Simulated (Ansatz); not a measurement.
Predict the output of the script below (the Ansatz DFT code, driven from Python).

The script, `scan_ch4brclsi.py`:
```python
import ansatz
import numpy as np

ch4brclsi = (
    ansatz.Crystal.molecule()
    .atom("Si", (-0.1467, 0.7704, 0.3982))
    .atom("C", (0.3066, -0.7338, -0.4561))
    .atom("Cl", (1.0052, -1.8613, 0.6875))
    .atom("Br", (-1.1575, -1.5777, -1.2897))
    .atom("H", (-0.7887, 1.7764, -0.5929))
    .atom("H", (-1.195, 0.6038, 1.4648))
    .atom("H", (1.0002, 1.51, 0.9997))
    .atom("H", (1.0681, -0.5449, -1.2674))
)

symbols = [site.symbol for site in ch4brclsi.cartesian_sites]
start = np.array([site.position_ang for site in ch4brclsi.cartesian_sites])
axis = (start[4] - start[0]) / np.linalg.norm(start[4] - start[0])
moving = [4]
lengths, energies = [1.365, 1.427, 1.489, 1.551, 1.613, 1.675, 1.737, 1.831], []
for length in lengths:
    xyz = start.copy()
    xyz[moving] += (length - np.linalg.norm(start[4] - start[0])) * axis
    point = ansatz.Crystal.molecule()
    for symbol, xyz in zip(symbols, xyz):
        point = point.atom(symbol, xyz.tolist())
    job = (
        point.calculation()
        .basis(gaussian="def2-SVP")
        .correlation("mp2")
    )
    rep = job.run(threads=1, backend="cpu").report
    energies.append(rep["free_energy_ev"])
    print(f"r = {length:6.3f} A  E = {energies[-1]:.5f} eV  <S^2> = {abs(rep['mean_field']['state']['spin_squared']):.3f}")

fit = np.polynomial.Polynomial.fit(lengths, np.array(energies) - min(energies), 4).convert()
roots = [r.real for r in fit.deriv().roots() if abs(r.imag) < 1e-9 and fit.deriv(2)(r.real) > 0]
r_e = min(roots, key=lambda r: abs(r - lengths[int(np.argmin(energies))]))
print(f"minimum of the fit at {r_e:.4f} A, force constant {fit.deriv(2)(r_e):.2f} eV/A^2")
```

```console
$ python scan_ch4brclsi.py
r =  1.365 A  E = -91458.43596 eV  <S^2> = 0.000
r =  1.427 A  E = -91458.56614 eV  <S^2> = 0.000
r =  1.489 A  E = -91458.60233 eV  <S^2> = 0.000
r =  1.551 A  E = -91458.56631 eV  <S^2> = 0.000
r =  1.613 A  E = -91458.47538 eV  <S^2> = 0.000
r =  1.675 A  E = -91458.34317 eV  <S^2> = 0.000
r =  1.737 A  E = -91458.18040 eV  <S^2> = 0.000
r =  1.831 A  E = -91457.89352 eV  <S^2> = 0.000
minimum of the fit at 1.4866 A, force constant 19.02 eV/A^2
```

What to keep in mind:
- Total energies depend on the basis set; only differences at equal settings carry meaning.
- The rest of the molecule is held rigid at a force-field or estimated start geometry, and the basis set is modest; single-reference methods fail as a bond breaks.
- The orbitals are restricted, so S² is zero by construction.
- S² is that of the Hartree-Fock reference.
- Wall time of the script: 12 s on 1 thread of Intel(R) Xeon(R) 6975P-C (Granite Rapids), with other jobs on the host, peak memory 0.28 GiB.

(Lines on the test bed's own set-up are left out of the output.)
